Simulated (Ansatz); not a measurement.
Working through a convergence test of the k-point mesh of LiY3, space group Fm-3m

Program: Ansatz's Python interface.

The cells in order, each with its output:

In [1]:
```python
import ansatz as az
import matplotlib.pyplot as plt
```

In [2]:
```python
system = (
    az.Lattice.fcc(7.799704)
    .space_group(225)
    .atom("Li", (0.0, 0.0, 0.0))
    .atom("Y", (0.25, 0.75, 0.75))
    .atom("Y", (0.5, 0.0, 0.0))
    .primitive()
)

system.resolved().sites[-1]
```
Out [2]:
```text
Site(symbol='Y', position=(0.5, 0.5, 0.5), moment=None, axis=None, held=None, saved=None)
```

In [3]:
```python
calculation = (
    system.calculation()
    .functional("r2SCAN")
    .basis(41 * az.Ry)
    .occupations(az.OccupationsMethod.FERMI_DIRAC, width=0.05)
    .scf(tolerance=1e-10)
    .stress()
)
```

In [4]:
```python
rows = []
for value in [(2, 2, 2), (3, 3, 3), (4, 4, 4), (5, 5, 5), (6, 6, 6)]:
    r = calculation.kpoints(*value).run(threads=1, pin="off").report
    rows.append((value, r["free_energy_ev"] / len(r["lattice"]["sites"]), r["n_iterations"], sum(r["stress_gpa"][i][i] for i in range(3)) / 3, r["n_kpoints"]))
```

In [5]:
```python
print("        mesh   F/atom (eV)    iterations       P (GPa)      k-points")
for row in rows:
    print(f"{str(row[0]):>12s}  {row[1]:12.5f}  {row[2]:12d}  {row[3]:12.3f}  {row[4]:12d}")
```
```text
        mesh   F/atom (eV)    iterations       P (GPa)      k-points
   (2, 2, 2)   -2945.78785            10        -0.245             3
   (3, 3, 3)   -2945.85086             8         0.011             4
   (4, 4, 4)   -2945.86013             9         0.400             8
   (5, 5, 5)   -2945.86494             8         0.380            10
   (6, 6, 6)   -2945.86383             9         0.399            16
```

In [6]:
```python
for row in rows[:-1]:
    shift = 1000 * (row[1] - rows[-1][1])
    print(f"{row[0]}: {shift:+.2f} meV/atom" + ("  (within 5 meV)" if abs(shift) < 5 else ""))
plt.figure(figsize=(4.5, 3))
plt.plot([str(row[0]) for row in rows], [1000 * (row[1] - rows[-1][1]) for row in rows], "o-")
plt.xlabel("mesh")
plt.ylabel("F - F(last) (meV/atom)")
plt.tight_layout()
plt.savefig("kconv.png", dpi=100)
```
```text
(2, 2, 2): +75.98 meV/atom
(3, 3, 3): +12.97 meV/atom
(4, 4, 4): +3.70 meV/atom  (within 5 meV)
(5, 5, 5): -1.11 meV/atom  (within 5 meV)
```

From 4×4×4 on it stays within 5 meV an atom of the value at 6×6×6; the first row (2×2×2) is off by 76.0 meV and the last but one by 1.11 meV. This holds for F at a smearing of 0.05 eV; a narrower one needs a denser mesh. It goes up and down, since the sum over k-points isn't variational. The pressure moves from -0.24 to 0.40 GPa. The last run costs about 1.9 times the first.

Reading the output:
- No spin polarisation was allowed.
- Pressure is positive in compression.
- This cell is a computed structure, which may not be the phase found in nature.
- Shifts are counted from the finest mesh, which is itself no proven limit.
- It ran for 51 s on 1 thread of Arm Neoverse N1, on a shared host, peak memory 0.9 GiB.
